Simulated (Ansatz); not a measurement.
What does this script print? It uses Ansatz 0.2.0, Python API.

Script `run_restart.py`:
```python
import argparse
import warnings

import ansatz as az

FUNCTIONAL = "pbesol"
FILLING = "fermi_dirac"
SMEARING_WIDTH = 0.15

warnings.simplefilter("ignore", az.DeckWarning)

ir3rh = (
    az.Lattice.of([3.84034, 0.0, 0.0], [0.0, 3.84034, 0.0], [0.0, 0.0, 3.84034])
    .atom("Ir", [0.5, 0.0, 0.5])
    .atom("Ir", [0.0, 0.5, 0.5])
    .atom("Ir", [0.5, 0.5, 0.0])
    .atom("Rh", [0.0, 0.0, 0.0])
)

parser = argparse.ArgumentParser()
parser.add_argument("stage", choices=["scf", "bands"])
stage = parser.parse_args().stage
base = (
    ir3rh.calculation()
    .functional(FUNCTIONAL)
    .pseudopotentials("paw")
    .kpoints(7, center="gamma")
    .occupations(FILLING, width=SMEARING_WIDTH)
)
if stage == "scf":
    summary = base.checkpoint(write="ir3rh.run").run().report
    print(f"F = {summary['free_energy_ev']:.5f} eV after {summary['n_iterations']} iterations, saved")
else:
    points = {"G": (0.0, 0.0, 0.0), "X": (0.0, 0.5, 0.0), "M": (0.5, 0.5, 0.0), "R": (0.5, 0.5, 0.5)}
    out = base.checkpoint(read="ir3rh.run", post_process_only=True).band_structure(list(points.values()), intervals=1).run()
    bands = out.band_structure()
    for label, levels in zip(points, bands.channels[0].eigenvalues_ev - bands.fermi_energy_ev):
        print(f"{label:3s}", " ".join(f"{e:7.3f}" for e in levels if abs(e) < 6))
```

```console
$ python run_restart.py scf
F = -41736.01970 eV after 6 iterations, saved
```

```console
$ python run_restart.py bands
G    -3.589  -3.589  -3.589  -1.099  -1.099   0.714   0.714   1.089   1.089   1.089   1.122   1.694   1.694   1.694   2.066   2.066   2.066
X    -6.000  -5.692  -5.638  -5.287  -4.573  -4.573  -4.465  -4.465  -2.742  -2.712  -1.806  -1.806  -1.614  -1.614  -1.605  -1.517  -0.376  -0.007   1.084   1.699
M    -5.823  -5.220  -4.741  -4.615  -4.541  -4.541  -4.317  -4.254  -4.254  -3.979  -2.295  -2.197  -2.197  -2.176  -1.374  -1.374  -1.171  -1.052   2.287   3.069   3.118   3.118
R    -3.748  -3.748  -3.748  -3.701  -3.701  -3.701  -3.570  -3.570  -0.590  -0.320  -0.320  -0.320   0.657   0.657   0.657   0.745   0.745   1.129   1.129   1.129
```

Total energies depend on the potentials; only differences at equal settings carry meaning. A total without «per atom» is that of the cell as typed. The mesh is modest for a metal, so energies can be off by several to tens of meV an atom and pressures by half a GPa or more; differences at equal mesh fare better. The smearing is wide enough that free energy and stress hold a thermal part of the electrons. Spin-orbit coupling, which matters for elements this heavy, is left out. The structure comes from a database of computed cells and needn't be a stable or known phase. Levels are Kohn-Sham eigenvalues on this mesh, without spin-orbit coupling. Timing: 3.3 s on 1 thread of Intel(R) Xeon(R) Gold 6455B (Sapphire Rapids), on a shared host, peak memory 0.42 GiB.
